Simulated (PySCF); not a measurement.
# C2H6BPSi: the cost of one run

Computed with PySCF 2.14.0, with density-fitted response routines of our own, on a single molecule in the gas phase. Atoms count from 0, in the outputs and in this text.

### Step 1. Starting geometry

11 atoms, charge 0, multiplicity 1; geometry from: GFN2-xTB. The atoms were then displaced at random by about 0.01 Å, so the start is not that level's minimum.

Bonds of the start (Å): C0–C1 1.24, C1–B2 1.51, B2–P3 1.82, P3–Si4 2.26, C0–H5 1.02, B2–H6 1.16, P3–H7 1.37, Si4–H8 1.45, Si4–H9 1.48, Si4–H10 1.45.

### Step 2. Relaxing the molecule at PBE0-D3(BJ)/def2-SVP

Job settings and geometry (Å):

```
{"job": {"xc": "PBE0", "basis": "def2-SVP", "d3": "d3bj", "grid": 1, "shake": 0.01, "kind": "geom"}, "charge": 0, "multiplicity": 1}
C      3.186110    -0.535640     0.073900
C      2.106860    -0.049340    -0.293390
B      0.764390     0.518740    -0.703140
P     -0.407070     1.061990     0.585710
Si    -2.256230    -0.135780     0.077060
H      4.085970    -0.908730     0.366730
H      0.538250     0.706840    -1.824110
H      0.017280     0.377710     1.700260
H     -2.014860    -1.547530    -0.156250
H     -3.141720     0.001580     1.253610
H     -2.840860     0.484320    -1.096050
```

On the command line:

```console
> OMP_NUM_THREADS=1 python probes_run.py task.json out
```

This one command runs all jobs of the session in turn.

**Question.** How long does this first job take on 1 thread of Arm Neoverse N1, shared host, and how much memory does it need?

About 58 s, with a peak of 0.44 GiB.
